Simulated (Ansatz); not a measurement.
# Cl2GaH2N: the cost of one run

The runs use Ansatz 0.2.0, Gaussian basis; PBE0-D4/def2-TZVP structures, single points in def2-TZVPP, no counterpoise correction.

Levels: SPW92, PBE-D4, BLYP-D4, r2SCAN-D4, B97M-V, PBE0-D4, B3LYP-D4, r2SCAN0-D4, BHLYP-D4, CAM-B3LYP-D4, wB97X-V, wB97M-V, B2PLYP, PBE-QIDH, RPA on PBE, Hartree-Fock, MP2, CCSD, CCSD(T).

Correlated methods freeze the cores. Filled d shells of the heavier atoms are correlated. B3LYP uses VWN-RPA correlation. B2PLYP carries no dispersion term here.

94 further runs of the same task are left out: 94 set aside as unsound or not needed.

### 1 The system as given

The complex: 8 atoms, charge 0, spin multiplicity 1.

Atoms are counted from 1 here; the program's logs count them from 0.

Bond lengths: Ga1–Cl3 2.126 Å, Ga1–Cl4 2.126 Å, Ga1–N6 1.797 Å, H2–H5 0.749 Å, N6–H7 1.006 Å, N6–H8 1.006 Å. Angles: Cl3–Ga1–Cl4 118.6°, Cl3–Ga1–N6 120.7°, Cl4–Ga1–N6 120.7°, Ga1–N6–H7 121.4°, Ga1–N6–H8 121.4°, H7–N6–H8 112.9°.

Geometry (Å):

| atom | x (Å) | y (Å) | z (Å) |
| --- | --- | --- | --- |
| Ga1 | 0.3812 | -0.7712 | -0.1094 |
| H2 | -2.3976 | 0.1365 | 0.1998 |
| Cl3 | -0.2212 | -1.5629 | -1.9879 |
| Cl4 | 0.0596 | -1.9383 | 1.6379 |
| H5 | -1.9987 | 0.7690 | 0.2344 |
| N6 | 1.1351 | 0.8558 | 0.0007 |
| H7 | 1.4565 | 1.3417 | -0.8191 |
| H8 | 1.5853 | 1.1696 | 0.8436 |

Its parts: Cl2GaH2N holds atoms 1, 3, 4, 6, 7, 8; H2 holds atoms 2, 5. Each part counts its atoms afresh in its own runs.

### 2 Relaxing Cl2GaH2N alone

Contents of relax-a/in.yaml:

```yaml
crystal:
  periodic: [false, false, false]
  atoms:
    - {symbol: Ga, position_ang: [0.381206, -0.771232, -0.109381]}
    - {symbol: Cl, position_ang: [-0.221229, -1.562873, -1.987927]}
    - {symbol: Cl, position_ang: [0.059613, -1.938291, 1.637934]}
    - {symbol: N, position_ang: [1.135116, 0.855763, 0.000683]}
    - {symbol: H, position_ang: [1.456488, 1.341716, -0.819145]}
    - {symbol: H, position_ang: [1.585271, 1.169559, 0.843560]}
basis:
  gaussian: {orbitals: def2-TZVP}
hamiltonian: {xc: pbe0, dispersion: d4}
relax: {f_tol: 0.005, max_steps: 200}
```

The run is started by

```
$ ansatz run in.yaml --threads 4 --pin off --events-out ev --progress --plain --max-ram 9574MiB
```

**Question.** How long does this run take on 4 threads of AMD EPYC, shared host?

About 45 s.
